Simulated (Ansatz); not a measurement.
# AlFH5NOSn: the cost of one run

All numbers below are computed with Ansatz 0.2.0 (RKS PBE-D4/def2-SVP).

## 1. Starting point

Bond lengths: N1–Sn2 2.017 Å, Sn2–F3 1.912 Å, Sn2–O4 2.005 Å, Sn2–Al5 3.033 Å, O4–Al5 1.791 Å, N1–H6 1.107 Å, N1–H7 1.074 Å, Sn2–H8 1.724 Å, Al5–H9 1.632 Å, Al5–H10 1.604 Å. Angles (14 of 20 angles, heavy atoms first): N1–Sn2–F3 108.3°, N1–Sn2–O4 112.6°, N1–Sn2–Al5 93.9°, F3–Sn2–O4 108.0°, F3–Sn2–Al5 88.0°, O4–Sn2–Al5 34.6°, Sn2–O4–Al5 105.9°, Sn2–Al5–O4 39.5°, N1–Sn2–H8 110.2°, F3–Sn2–H8 108.4°, O4–Sn2–H8 109.2°, Al5–Sn2–H8 143.7°, Sn2–N1–H6 106.9°, Sn2–N1–H7 107.8°.

Coordinates:

```xyz
10

N    -1.4373   -0.5870    1.1536
Sn    0.0112   -1.2564   -0.0799
F     1.6276   -1.4252    0.9270
O     0.3604   -0.0045   -1.6072
Al    0.9173    1.5284   -0.8677
H    -2.2704   -0.2395    0.5135
H    -1.0970    0.3320    1.5923
H    -0.4074   -2.8084   -0.7025
H    -0.1083    2.6677   -0.3081
H     2.4872    1.7419   -0.6181
```

## 2. Relaxing the start

File input.yaml:

```yaml
crystal:
  periodic: [false, false, false]
  atoms:
    - { symbol: "N", position_ang: [-1.4373, -0.587, 1.1536] }
    - { symbol: Sn, position_ang: [0.0112, -1.2564, -0.0799] }
    - { symbol: F, position_ang: [1.6276, -1.4252, 0.927] }
    - { symbol: O, position_ang: [0.3604, -0.0045, -1.6072] }
    - { symbol: Al, position_ang: [0.9173, 1.5284, -0.8677] }
    - { symbol: H, position_ang: [-2.2704, -0.2395, 0.5135] }
    - { symbol: H, position_ang: [-1.097, 0.332, 1.5923] }
    - { symbol: H, position_ang: [-0.4074, -2.8084, -0.7025] }
    - { symbol: H, position_ang: [-0.1083, 2.6677, -0.3081] }
    - { symbol: H, position_ang: [2.4872, 1.7419, -0.6181] }
basis:
  gaussian: { orbitals: def2-SVP }
hamiltonian:
  xc: pbe
  dispersion: d4
relax:
  f_tol: 0.02
  max_steps: 40
scf:
  lower_state_search: "off"
output:
  orbitals: {}
```

Command:

```
ansatz run input.yaml --threads 2 --pin off --max-ram 3072MiB --backend cpu --events-out ev --progress --plain --runs-dir out
```

Q: Estimate wall time and peak memory on 2 threads of Arm Neoverse N1, shared host.

About 2.1 min, with a peak of 0.17 GiB.
